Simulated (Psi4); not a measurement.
**triplet [CSO3F3]−: levels of theory compared**

We compute a comparison of 4 runs (U-r2SCAN/def2-SVP, U-revPBE/def2-SVP, UB3LYP/def2-SVP, UM06-L/def2-SVP) of triplet [CSO3F3]−. 

The results are computed with Psi4 1.11.

3 further runs of the same task are left out: 3 that didn't finish.

## (1) The system as given

The species is [CSO3F3]− (8 atoms), meant as a triplet with charge -1. As SMILES of the parent species, `[O-]S(=O)(=O)C(F)(F)F`. Geometry: relaxed at PBE0-D4/def2-TZVPD. That shape belongs to the parent species and isn't relaxed for this state.

Bond lengths: O1–S2 1.447 Å, S2–O3 1.447 Å, S2–O4 1.447 Å, S2–C5 1.853 Å, C5–F6 1.341 Å, C5–F7 1.341 Å, C5–F8 1.341 Å. Some angles: O1–S2–O3 115.5°, O1–S2–O4 115.5°, O1–S2–C5 102.4°, O3–S2–O4 115.5°, O3–S2–C5 102.4°, O4–S2–C5 102.4°, S2–C5–F6 111.9°, S2–C5–F7 111.9°, S2–C5–F8 111.9°, F6–C5–F7 106.9°.

## (2) Energy and forces at U-r2SCAN/def2-SVP (run 1)

The input, input.json:

```json
{
  "schema_name": "qcschema_input",
  "schema_version": 1,
  "molecule": {
    "schema_name": "qcschema_molecule",
    "schema_version": 2,
    "symbols": ["O", "S", "O", "O", "C", "F", "F", "F"],
    "geometry": [-0.85438298, -3.38988521, 1.01024759, 0.97226409, -1.61613158, 0.01483435, 3.06534364, -1.02574334, 1.67138717, 1.61221984, -1.93940702, -2.62329891, -0.83312356, 1.38486689, -0.01271786, -1.61444972, 2.04011053, 2.30797921, 0.55261261, 3.31446624, -0.89693961, -2.90048394, 1.23178018, -1.47149194],
    "molecular_charge": -1,
    "molecular_multiplicity": 3,
    "fix_symmetry": "c1",
    "fix_com": true,
    "fix_orientation": true
  },
  "driver": "gradient",
  "model": {
    "method": "r2scan",
    "basis": "def2-SVP"
  },
  "keywords": {
    "reference": "uks",
    "puream": true,
    "e_convergence": 1e-09,
    "d_convergence": 1e-08,
    "scf_type": "pk",
    "dft_radial_points": 99,
    "dft_spherical_points": 590,
    "maxiter": 100
  }
}
```

Command:

```sh
psi4 --qcschema input.json -n 1 --memory 2200MB
```

stdout:

```text
[...]
  Running in c1 symmetry.
[...]
  Nuclear repulsion =  555.370021796957303
[...]
  Multiplicity = 3
[...]
  Nalpha       = 38
  Nbeta        = 36
[...]
    Number of basis functions: 116
[...]
   @UKS iter   1:  -959.78438406880309    1.12363e+00   9.87120e-03 ADIIS/DIIS
[...]
   @UKS iter  39:  -960.38874230388251   -7.95808e-13   9.76495e-09 DIIS
[...]
   @S^2 Observed:                2.010934142E+00
[...]
  @UKS Final Energy:  -960.38874230388251
   => Energetics <=
    Nuclear Repulsion Energy =            555.3700217969573032
    One-Electron Energy =               -2449.1383540854494640
    Two-Electron Energy =                1021.9206394000327691
    DFT Exchange-Correlation Energy =     -88.5410494154230179
    Empirical Dispersion Energy =           0.0000000000000000
    VV10 Nonlocal Energy =                  0.0000000000000000
    Total Energy =                       -960.3887423038825091
[...]
 Multipole Moments:
 ------------------------------------------------------------------------------------
     Multipole            Electronic (a.u.)      Nuclear  (a.u.)        Total (a.u.)
 ------------------------------------------------------------------------------------
 L = 1.  Multiply by 2.5417464519 to convert [e a0] to [Debye]
 Dipole X            :         -6.3056814            5.4820386           -0.8236428
 Dipole Y            :         10.4313724           -9.1119759            1.3193965
 Dipole Z            :         -0.0855456            0.0836582           -0.0018874
 Magnitude           :                                                    1.5553772
[...]
  -Total Gradient:
     Atom            X                  Y                   Z
    ------   -----------------  -----------------  -----------------
       1        0.120709621643     0.042614202557    -0.049901595036
       2       -0.076578406607     0.136677846294    -0.003195714884
       3       -0.069727129961    -0.081874974028    -0.081032294696
       4        0.001505932367    -0.037118437100     0.129401525845
       5        0.008098120681    -0.027803372715     0.003219976685
       6        0.008129514364    -0.005516812643    -0.012226615903
       7       -0.006208672114    -0.025807309508     0.007609502346
       8        0.014372765874    -0.001611801948     0.006118033684
[...]
```

The result, in JSON:

```text
{
 "driver": "gradient",
 "model": {
  "method": "r2scan",
  "basis": "def2-SVP"
 },
 "success": true,
 "return_result": [0.12070962164332219, 0.042614202556664205, -0.04990159503597316, -0.07657840660691925, 0.13667784629426077, -0.003195714884296978, -0.06972712996081232, -0.0818749740282264, -0.08103229469606121, 0.0015059323666772872, -0.03711843709957541, 0.1294015258445313, 0.008098120681380466, -0.027803372715023145, 0.0032199766854002013, 0.008129514363885176, -0.005516812642894955, -0.012226615902963367, -0.006208672114347502, -0.02580730950751392, 0.0076095023455065025, 0.014372765874487936, -0.0016118019484276658, 0.006118033684161528],
 "properties": {
  "calcinfo_nbasis": 116,
  "calcinfo_nmo": 116,
  "calcinfo_nalpha": 38,
  "calcinfo_nbeta": 36,
  "calcinfo_natom": 8,
  "nuclear_repulsion_energy": 555.3700217969573,
  "return_energy": -960.3887423038825,
  "return_gradient": [0.12070962164332219, 0.042614202556664205, -0.04990159503597316, -0.07657840660691925, 0.13667784629426077, -0.003195714884296978, -0.06972712996081232, -0.0818749740282264, -0.08103229469606121, 0.0015059323666772872, -0.03711843709957541, 0.1294015258445313, 0.008098120681380466, -0.027803372715023145, 0.0032199766854002013, 0.008129514363885176, -0.005516812642894955, -0.012226615902963367, -0.006208672114347502, -0.02580730950751392, 0.0076095023455065025, 0.014372765874487936, -0.0016118019484276658, 0.006118033684161528],
  "scf_one_electron_energy": -2449.1383540854495,
  "scf_two_electron_energy": 1021.9206394000328,
  "scf_xc_energy": -88.54104941542302,
  "scf_dipole_moment": [-0.823642813154752, 1.3193964855069407, -0.0018874019573890122],
  "scf_total_energy": -960.3887423038825,
  "scf_total_gradient": [0.12070962164332219, 0.042614202556664205, -0.04990159503597316, -0.07657840660691925, 0.13667784629426077, -0.003195714884296978, -0.06972712996081232, -0.0818749740282264, -0.08103229469606121, 0.0015059323666772872, -0.03711843709957541, 0.1294015258445313, 0.008098120681380466, -0.027803372715023145, 0.0032199766854002013, 0.008129514363885176, -0.005516812642894955, -0.012226615902963367, -0.006208672114347502, -0.02580730950751392, 0.0076095023455065025, 0.014372765874487936, -0.0016118019484276658, 0.006118033684161528],
  "scf_iterations": 39
 }
}
```

It took 8.3 min on 1 thread of AMD EPYC 7R43 (Zen 3), shared host; peak memory 0.77 GiB.

## (3) A single-point energy at U-revPBE/def2-SVP (run 2)

The input, cf3o3s.dat:

```
memory 2200 MB

molecule mol {
  -1 3
  O
  S 1 1.446667
  O 2 1.446669 1 115.53446
  O 2 1.446678 1 115.53454 3 139.25625
  C 2 1.853343 1 102.37941 3 -110.37145
  F 5 1.341383 2 111.91198 1 60.10958
  F 5 1.341385 6 106.92302 2 -122.87892
  F 5 1.341382 6 106.92338 7 -114.24298
  symmetry c1
}

set globals {
  basis                def2-SVP
  reference            uks
  puream               true
  e_convergence        1e-09
  d_convergence        1e-08
  scf_type             pk
  dft_radial_points    99
  dft_spherical_points 590
  maxiter              100
}

e, wfn = energy("revpbe", return_wfn=True)
oeprop(wfn, "WIBERG_LOWDIN_INDICES", "MULLIKEN_CHARGES", "DIPOLE", title="REVPBE")
print_variables()
```

Command:

```sh
psi4 cf3o3s.dat cf3o3s.out -n 1
```

cf3o3s.out:

```text
[...]
  Running in c1 symmetry.
[...]
  Nuclear repulsion =  555.370003803737859
[...]
  Multiplicity = 3
[...]
  Nalpha       = 38
  Nbeta        = 36
[...]
    Number of basis functions: 116
[...]
   @UKS iter   1:  -959.74970228389986    1.24919e+00   1.03420e-02 DIIS/ADIIS
[...]
   @UKS iter  34:  -960.40659264092096   -4.09273e-12   4.85960e-09 DIIS
[...]
   @S^2 Observed:                2.004929969E+00
[...]
  @UKS Final Energy:  -960.40659264092096
   => Energetics <=
    Nuclear Repulsion Energy =            555.3700038037378590
    One-Electron Energy =               -2449.4303825963843337
    Two-Electron Energy =                1022.1881269601810800
    DFT Exchange-Correlation Energy =     -88.5343408084554255
    Empirical Dispersion Energy =           0.0000000000000000
    VV10 Nonlocal Energy =                  0.0000000000000000
    Total Energy =                       -960.4065926409209624
[...]
 Multipole Moments:
 ------------------------------------------------------------------------------------
     Multipole            Electronic (a.u.)      Nuclear  (a.u.)        Total (a.u.)
 ------------------------------------------------------------------------------------
 L = 1.  Multiply by 2.5417464519 to convert [e a0] to [Debye]
 Dipole X            :         -4.7688789            3.6774475           -1.0914314
 Dipole Y            :          1.7709400           -1.3655384            0.4054017
 Dipole Z            :          1.2108468           -0.8609970            0.3498498
 Magnitude           :                                                    1.2157171
[...]
  Mulliken Charges: (a.u.)
   Center  Symbol    Alpha    Beta     Spin     Total
       1     O     4.35811  3.99327  0.36484 -0.35138
       2     S     8.02332  7.49557  0.52775  0.48111
       3     O     4.40898  3.98356  0.42542 -0.39255
       4     O     4.40903  3.98358  0.42546 -0.39261
       5     C     3.02741  2.77173  0.25568  0.20087
       6     F     4.58933  4.58913  0.00020 -0.17846
       7     F     4.59449  4.59406  0.00043 -0.18855
       8     F     4.58933  4.58911  0.00022 -0.17844
   Total alpha = 38.00000, Total beta = 36.00000, Total charge = -1.00000
[...]
```

Wall time 2.3 min (1 thread of AMD EPYC 7R43 (Zen 3), shared host); peak memory 0.74 GiB.

Run 3 isn't shown in full; the table further down has it.

## (4) Energy and gradient at UM06-L/def2-SVP (run 4)

The input, cf3o3s.xyz:

```xyz
8
CF3O3S
O     -0.452120    -1.793850     0.534600
S      0.514500    -0.855220     0.007850
O      1.622110    -0.542800     0.884460
O      0.853150    -1.026290    -1.388190
C     -0.440870     0.732840    -0.006730
F     -0.854330     1.079580     1.221330
F      0.292430     1.753940    -0.474640
F     -1.534870     0.651830    -0.778680
```

The input, run_ase.py:

```python
import numpy as np
from ase.calculators.psi4 import Psi4
from ase.io import read

a = read('cf3o3s.xyz')
calc = Psi4(atoms=a, method='m06-l', basis='def2-SVP', memory='2200MB', num_threads=1, charge=-1, multiplicity=3, label='psi4-calc', reference='uks')
calc.psi4.set_options({'puream': True, 'e_convergence': 1e-09, 'd_convergence': 1e-08, 'scf_type': 'pk', 'dft_radial_points': 99, 'dft_spherical_points': 590, 'maxiter': 100})
a.calc = calc

forces = a.get_forces()
print(f'energy: {a.get_potential_energy():.6f} eV')
print('forces / eV A^-1')
print(np.round(forces, 5))
```

Command:

```sh
python run_ase.py
```

psi4-calc.dat:

```text
[...]
  Running in c1 symmetry.
[...]
  Nuclear repulsion =  555.370021778111777
[...]
  Multiplicity = 3
[...]
  Nalpha       = 38
  Nbeta        = 36
[...]
    Number of basis functions: 116
[...]
   @UKS iter   1:  -960.00865891261287    1.02470e+00   9.68354e-03 DIIS/ADIIS
[...]
   @UKS iter  34:  -960.58611979491479    8.29914e-12   6.27511e-09 DIIS
[...]
   @S^2 Observed:                2.008499739E+00
[...]
  @UKS Final Energy:  -960.58611979491479
   => Energetics <=
    Nuclear Repulsion Energy =            555.3700217781117772
    One-Electron Energy =               -2449.2572113604637707
    Two-Electron Energy =                1022.0699371050402533
    DFT Exchange-Correlation Energy =     -88.7688673176030818
    Empirical Dispersion Energy =           0.0000000000000000
    VV10 Nonlocal Energy =                  0.0000000000000000
    Total Energy =                       -960.5861197949147936
[...]
 Multipole Moments:
 ------------------------------------------------------------------------------------
     Multipole            Electronic (a.u.)      Nuclear  (a.u.)        Total (a.u.)
 ------------------------------------------------------------------------------------
 L = 1.  Multiply by 2.5417464519 to convert [e a0] to [Debye]
 Dipole X            :         -2.7949861            2.0702788           -0.7247073
 Dipole Y            :          4.5986983           -3.4413043            1.1573940
 Dipole Z            :         -0.0325107            0.0315862           -0.0009245
 Magnitude           :                                                    1.3655631
[...]
  -Total Gradient:
     Atom            X                  Y                   Z
    ------   -----------------  -----------------  -----------------
       1        0.112319831447     0.044868951080    -0.047554967924
       2       -0.075581312781     0.134977532465    -0.003146159384
       3       -0.068316479595    -0.073890572763    -0.076364576007
       4       -0.001029616225    -0.031623288895     0.122306416462
       5        0.014964649750    -0.039536628686     0.003363055857
       6        0.008395822635    -0.006526381536    -0.010758861625
       7       -0.004521634324    -0.025265142241     0.006952628955
       8        0.013819294015    -0.003104679104     0.005257851213
[...]
```

On the terminal:

```text
energy: -26138.879715 eV
forces / eV A^-1
[[-5.77572 -2.30725  2.44537]
 [ 3.88655 -6.94082  0.16178]
 [ 3.51297  3.79961  3.92682]
 [ 0.05294  1.62613 -6.28925]
 [-0.76951  2.03306 -0.17294]
 [-0.43173  0.3356   0.55324]
 [ 0.23251  1.29919 -0.35752]
 [-0.71062  0.15965 -0.27037]]
```

It took 6.8 min on 1 thread of AMD EPYC 7R43 (Zen 3), shared host; peak memory 0.77 GiB.

## (5) All runs side by side

```tsv
run	level	task	energy (Eh)	HOMO energy (eV)	⟨S²⟩	wall time
1	U-r2SCAN/def2-SVP	gradient	-960.388742	6.93	2.011	8.3 min
2	U-revPBE/def2-SVP	energy	-960.406593	7.16	2.005	2.3 min
3	UB3LYP/def2-SVP	energy	-960.647781	6.21	2.012	2 min
4	UM06-L/def2-SVP	gradient	-960.586120	7.13	2.009	6.8 min
```

## (6) Outcome

```
                                 quantity          value
                      run 4: total energy  -960.58612 Eh
run 4: HOMO energy (highest over α and β)        7.13 eV
                              run 4: ⟨S²⟩          2.009
          run 4: largest force on an atom     7.957 eV/Å
```

Totals of different functionals can't be ranked against each other. In runs 1, 2, 3, 4 the HOMO lies above zero, so the outermost electron may be held by the basis alone. All runs together took 19 min, the longest 8.3 min.
